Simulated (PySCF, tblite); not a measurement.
# C₄H₁₂OSi₂: a rotation path, then NMR shifts on frames

Aim: move C₄H₁₂OSi₂ (`CO[C@H]1[SiH2][C@H](C)[SiH2]1`) away from its starting geometry and see how NMR shifts follow the geometry.

Programs: tblite 0.8.0 and PySCF 2.14.0, with density-fitted response routines of our own. Each step states its level of theory. These are calculated values for one molecule in the gas phase, unless marked as measured. Atoms count from 0, in the outputs and in this text.

**1. Starting geometry**

19 atoms, charge 0, multiplicity 1; geometry from: GFN2-xTB.

Bonds of the start (Å): C0–O1 1.40, O1–C2 1.43, C2–Si3 1.93, Si3–C4 1.93, C4–C5 1.53, C4–Si6 1.93, Si6–C2 1.94, C0–H7 1.09, C0–H8 1.10, C0–H9 1.10, C2–H10 1.10, Si3–H11 1.47, Si3–H12 1.46, C4–H13 1.09, C5–H14 1.09, C5–H15 1.09, C5–H16 1.09, Si6–H17 1.46, Si6–H18 1.47.

**2. A band between two rotamers with GFN2-xTB**

What the job is given:

```
{"job": {"kind": "neb", "xc": "GFN2-xTB", "basis": "xTB", "atoms": [6, 2, 1, 0], "turn": 120}, "charge": 0, "multiplicity": 1}
C      3.083490    -0.239652     0.585416
O      2.022379     0.659405     0.449964
C      0.756396     0.086940     0.783151
Si    -0.639058     1.406566     0.580939
C     -1.336828     0.316926    -0.851728
C     -2.794243    -0.119986    -0.745940
Si    -0.001112    -1.047838    -0.592351
H      3.988931     0.287907     0.288191
H      2.943620    -1.122158    -0.053450
H      3.184535    -0.580407     1.625425
H      0.831469    -0.368365     1.780904
H     -1.535684     1.489445     1.738308
H     -0.154383     2.730968     0.208003
H     -1.210568     0.811339    -1.818324
H     -2.979680    -0.618414     0.202828
H     -3.461756     0.738074    -0.811942
H     -3.052014    -0.812599    -1.546424
H      0.863410    -1.287941    -1.748376
H     -0.518706    -2.320957    -0.082054
```

Level: GFN2-xTB climbing-image nudged elastic band, gas phase.

Started as:

```sh
> OMP_NUM_THREADS=1 python probes_run.py task.json out
```

One launch serves the whole session: the jobs run in the order shown.

Standard output:

```text
image   E - E0 / eV
  0      -0.0000
  1       0.0225
  2       0.0685
  3       0.1194
  4       0.1442
  5       0.1149
  6       0.0699
  7       0.0440
  8       0.0354
```

Wall time 3.2 s (1 thread of Intel Xeon 6975P-C, shared host); peak memory 0.19 GiB.

The final band, with the dihedral Si6–C2–O1–C0:

| image | dihedral (°) | energy (eV) | energy (kcal/mol) |
| --- | --- | --- | --- |
| 0 | -78 | 0.000 | 0.0 |
| 1 | -65 | 0.022 | 0.5 |
| 2 | -53 | 0.068 | 1.6 |
| 3 | -34 | 0.119 | 2.8 |
| 4 | -8 | 0.144 | 3.3 |
| 5 | 19 | 0.115 | 2.6 |
| 6 | 37 | 0.070 | 1.6 |
| 7 | 49 | 0.044 | 1.0 |
| 8 | 55 | 0.035 | 0.8 |

**3. Nuclear shieldings: image 0, PBE0/pcSseg-1**

What the job is given:

```
{"job": {"kind": "nmr", "xc": "PBE0", "basis": "pcSseg-1", "pop": false}, "charge": 0, "multiplicity": 1}
C      3.083500    -0.239700     0.585400
O      2.022400     0.659400     0.450000
C      0.756400     0.086900     0.783200
Si    -0.639100     1.406600     0.580900
C     -1.336800     0.316900    -0.851700
C     -2.794200    -0.120000    -0.745900
Si    -0.001100    -1.047800    -0.592400
H      3.988900     0.287900     0.288200
H      2.943600    -1.122200    -0.053400
H      3.184500    -0.580400     1.625400
H      0.831500    -0.368400     1.780900
H     -1.535700     1.489400     1.738300
H     -0.154400     2.731000     0.208000
H     -1.210600     0.811300    -1.818300
H     -2.979700    -0.618400     0.202800
H     -3.461800     0.738100    -0.811900
H     -3.052000    -0.812600    -1.546400
H      0.863400    -1.287900    -1.748400
H     -0.518700    -2.321000    -0.082100
```

With the program's defaults for keys left out, this is: GIAO PBE0/pcSseg-1 NMR shielding, non-relativistic, gas phase.

Standard output:

```text
coarse grid: 16120 points
cycle   1  E = -813.1073551179  dE =  5.555e-01  |g| = 6.174e-01  |ddm| = 3.811e+00
cycle   2  E = -813.0094970074  dE =  9.786e-02  |g| = 9.222e-01  |ddm| = 1.529e+00
cycle   3  E = -813.1905456261  dE = -1.810e-01  |g| = 8.460e-02  |ddm| = 1.030e+00
cycle   4  E = -813.1914804014  dE = -9.348e-04  |g| = 4.267e-02  |ddm| = 8.361e-02
cycle   5  E = -813.1918882634  dE = -4.079e-04  |g| = 8.753e-03  |ddm| = 4.261e-02
cycle   6  E = -813.1919044620  dE = -1.620e-05  |g| = 3.159e-03  |ddm| = 1.107e-02
cycle   7  E = -813.1919068837  dE = -2.422e-06  |g| = 2.713e-04  |ddm| = 2.824e-03
final grid: 144360 points
cycle   8  E = -813.2437428872  dE = -2.686e-05  |g| = 1.130e-02  |ddm| = 2.334e-02
cycle   9  E = -813.2437164386  dE =  2.645e-05  |g| = 1.623e-02  |ddm| = 1.937e-02
cycle  10  E = -813.2437688550  dE = -5.242e-05  |g| = 1.381e-03  |ddm| = 1.182e-02
cycle  11  E = -813.2437692676  dE = -4.126e-07  |g| = 2.291e-04  |ddm| = 1.470e-03
cycle  12  E = -813.2437692778  dE = -1.022e-08  |g| = 7.740e-05  |ddm| = 2.865e-04
cycle  13  E = -813.2437692791  dE = -1.271e-09  |g| = 2.797e-05  |ddm| = 8.911e-05
cycle  14  E = -813.2437692793  dE = -1.774e-10  |g| = 4.574e-06  |ddm| = 3.065e-05
converged SCF energy = -813.2437692793

GIAO shielding tensors (ppm)
atom      isotropic    diamagn.    paramagn.     s11        s22        s33       span
  0 C      123.012     244.523    -121.511     89.123     97.044    182.869     93.746
  1 O      328.043     396.479     -68.436    302.215    323.372    358.543     56.328
  2 C      115.192     256.141    -140.949     72.060    100.713    172.804    100.745
  3 Si     369.052     881.861    -512.810    336.967    347.427    422.762     85.795
  4 C      179.598     258.558     -78.960    158.863    188.074    191.858     32.996
  5 C      169.469     242.067     -72.598    157.716    166.048    184.644     26.928
  6 Si     379.546     882.633    -503.087    338.987    367.220    432.432     93.445
  7 H       27.908      28.114      -0.206     23.755     25.199     34.771     11.016
  8 H       28.687      30.061      -1.374     25.077     27.489     33.495      8.418
  9 H       28.718      28.800      -0.082     25.109     26.223     34.823      9.714
 10 H       27.932      33.340      -5.408     24.676     27.759     31.361      6.685
 11 H       27.024      30.457      -3.434     24.025     25.490     31.556      7.531
 12 H       26.822      30.387      -3.565     23.818     25.025     31.623      7.805
 13 H       30.153      32.991      -2.838     25.741     29.561     35.158      9.417
 14 H       30.446      29.213       1.233     26.332     29.355     35.652      9.319
 15 H       30.346      27.603       2.743     25.246     27.937     37.855     12.609
 16 H       30.333      27.887       2.446     25.255     28.002     37.742     12.488
 17 H       26.808      31.172      -4.364     23.167     25.792     31.465      8.298
 18 H       27.142      31.086      -3.945     23.857     25.844     31.724      7.867
```

Run time: 24 s. Hardware: 1 thread of Intel Xeon 6975P-C, shared host; peak memory 0.86 GiB.

The references, computed at this level on geometries of the same kind, shield at (ppm): ¹H TMS 31.72, ¹³C TMS 186.9, ²⁹Si TMS 349.2, ¹⁷O H2O 336.1. Their shielding less the atom's gives the shift. The references are single molecules in the gas phase, so shifts against H2O, NH3, PH3, H3PO4 or CFCl3 are not on the usual liquid scales and can be off by tens of ppm. Each atom is listed at this fixed geometry, with no averaging over motion; a spectrum would average atoms that exchange fast.

| atoms | environment | σ (ppm) | δ (ppm) |
| --- | --- | --- | --- |
| C2 | sp3 CH bonded to O and 2 Si | 115.2 | 71.7 |
| C0 | methyl carbon bonded to O | 123.0 | 63.9 |
| C5 | methyl carbon | 169.5 | 17.5 |
| C4 | sp3 CH bonded to 2 Si | 179.6 | 7.3 |
| H17 | hydrogen on a silicon bonded to 2 C, in a 4-membered ring | 26.81 | 4.91 |
| H12 | hydrogen on a silicon bonded to 2 C, in a 4-membered ring | 26.82 | 4.89 |
| H11 | hydrogen on a silicon bonded to 2 C, in a 4-membered ring | 27.02 | 4.69 |
| H18 | hydrogen on a silicon bonded to 2 C, in a 4-membered ring | 27.14 | 4.58 |
| H7 | hydrogen on a methyl carbon bonded to O | 27.91 | 3.81 |
| H10 | hydrogen on an sp3 CH bonded to O and 2 Si | 27.93 | 3.78 |
| H8 | hydrogen on a methyl carbon bonded to O | 28.69 | 3.03 |
| H9 | hydrogen on a methyl carbon bonded to O | 28.72 | 3.00 |
| H13 | hydrogen on an sp3 CH bonded to 2 Si | 30.15 | 1.56 |
| H16 | hydrogen on a methyl carbon | 30.33 | 1.38 |
| H15 | hydrogen on a methyl carbon | 30.35 | 1.37 |
| H14 | hydrogen on a methyl carbon | 30.45 | 1.27 |
| O1 | ether oxygen | 328.0 | 8.0 |
| Si3 | silicon bonded to 2 C, 2 H, in a 4-membered ring | 369.1 | -19.9 |
| Si6 | silicon bonded to 2 C, 2 H, in a 4-membered ring | 379.5 | -30.4 |

Ring of atoms C2, Si3, C4, Si6: NICS(0) 0.3, NICS(1) -0.9, NICS(1)zz 5.0 ppm (means of both faces).

**4. NMR shieldings: image 2, PBE0/pcSseg-1**

What the job is given:

```
{"job": {"kind": "nmr", "xc": "PBE0", "basis": "pcSseg-1", "pop": false}, "charge": 0, "multiplicity": 1}
C      3.013700    -0.183200     0.376100
O      1.987900     0.703500     0.721600
C      0.723600     0.087400     0.974500
Si    -0.649500     1.408000     0.646800
C     -1.250100     0.286000    -0.807300
C     -2.720100    -0.112900    -0.837500
Si     0.000800    -1.106600    -0.369800
H      3.945600     0.380100     0.408000
H      2.870800    -0.579500    -0.636200
H      3.073700    -1.027100     1.073300
H      0.750500    -0.360800     1.978900
H     -1.642000     1.554900     1.714700
H     -0.097100     2.704300     0.268400
H     -1.008700     0.735300    -1.774200
H     -3.016200    -0.549700     0.113300
H     -3.356200     0.750400    -1.025900
H     -2.905500    -0.849600    -1.618500
H      0.841600    -1.538900    -1.487700
H     -0.572400    -2.292300     0.273800
```

Method: GIAO PBE0/pcSseg-1 NMR shielding, non-relativistic, gas phase.

Standard output:

```text
coarse grid: 16120 points
cycle   1  E = -813.1028555794  dE =  5.637e-01  |g| = 6.191e-01  |ddm| = 3.812e+00
cycle   2  E = -813.0076505602  dE =  9.521e-02  |g| = 9.171e-01  |ddm| = 1.527e+00
cycle   3  E = -813.1863585698  dE = -1.787e-01  |g| = 8.283e-02  |ddm| = 1.026e+00
cycle   4  E = -813.1872533824  dE = -8.948e-04  |g| = 4.179e-02  |ddm| = 8.140e-02
cycle   5  E = -813.1876423429  dE = -3.890e-04  |g| = 8.696e-03  |ddm| = 4.163e-02
cycle   6  E = -813.1876583503  dE = -1.601e-05  |g| = 3.088e-03  |ddm| = 1.102e-02
cycle   7  E = -813.1876606824  dE = -2.332e-06  |g| = 2.724e-04  |ddm| = 2.836e-03
final grid: 144360 points
cycle   8  E = -813.2400663926  dE = -2.441e-05  |g| = 1.146e-02  |ddm| = 2.365e-02
cycle   9  E = -813.2400389215  dE =  2.747e-05  |g| = 1.654e-02  |ddm| = 1.964e-02
cycle  10  E = -813.2400927790  dE = -5.386e-05  |g| = 1.362e-03  |ddm| = 1.197e-02
cycle  11  E = -813.2400931769  dE = -3.980e-07  |g| = 2.269e-04  |ddm| = 1.419e-03
cycle  12  E = -813.2400931874  dE = -1.045e-08  |g| = 7.048e-05  |ddm| = 2.884e-04
cycle  13  E = -813.2400931884  dE = -1.028e-09  |g| = 2.756e-05  |ddm| = 8.086e-05
cycle  14  E = -813.2400931886  dE = -1.737e-10  |g| = 3.956e-06  |ddm| = 2.959e-05
converged SCF energy = -813.2400931886

GIAO shielding tensors (ppm)
atom      isotropic    diamagn.    paramagn.     s11        s22        s33       span
  0 C      123.449     245.325    -121.876     89.575     98.757    182.016     92.441
  1 O      345.302     395.584     -50.282    291.140    347.488    397.279    106.139
  2 C      115.393     255.821    -140.428     71.664    103.312    171.204     99.540
  3 Si     369.886     881.669    -511.783    339.657    351.539    418.462     78.805
  4 C      178.433     258.425     -79.992    156.412    187.509    191.378     34.966
  5 C      169.510     242.077     -72.568    158.391    165.356    184.782     26.391
  6 Si     394.086     882.805    -488.719    339.654    388.077    454.527    114.873
  7 H       27.929      28.049      -0.120     23.835     25.307     34.645     10.810
  8 H       28.076      30.567      -2.491     24.279     26.916     33.032      8.753
  9 H       29.087      29.270      -0.183     25.703     26.330     35.228      9.525
 10 H       27.283      32.365      -5.082     23.166     27.789     30.894      7.728
 11 H       27.030      30.331      -3.301     24.129     25.384     31.578      7.449
 12 H       26.925      30.330      -3.405     23.981     25.056     31.737      7.756
 13 H       30.135      33.237      -3.102     25.888     29.602     34.914      9.026
 14 H       30.433      29.125       1.308     26.287     29.354     35.659      9.372
 15 H       30.335      27.624       2.711     25.253     27.832     37.920     12.667
 16 H       30.357      27.993       2.364     25.270     28.126     37.673     12.403
 17 H       26.533      31.277      -4.744     23.003     25.561     31.033      8.030
 18 H       27.511      31.285      -3.774     24.201     26.220     32.112      7.911
```

It took 23 s on 1 thread of Intel Xeon 6975P-C, shared host; peak memory 0.92 GiB.

In short: δ C2 71.5, C0 63.5, C5 17.4, C4 8.5, H17 5.18, H12 4.79 ppm.

[end of part 1 of 2]
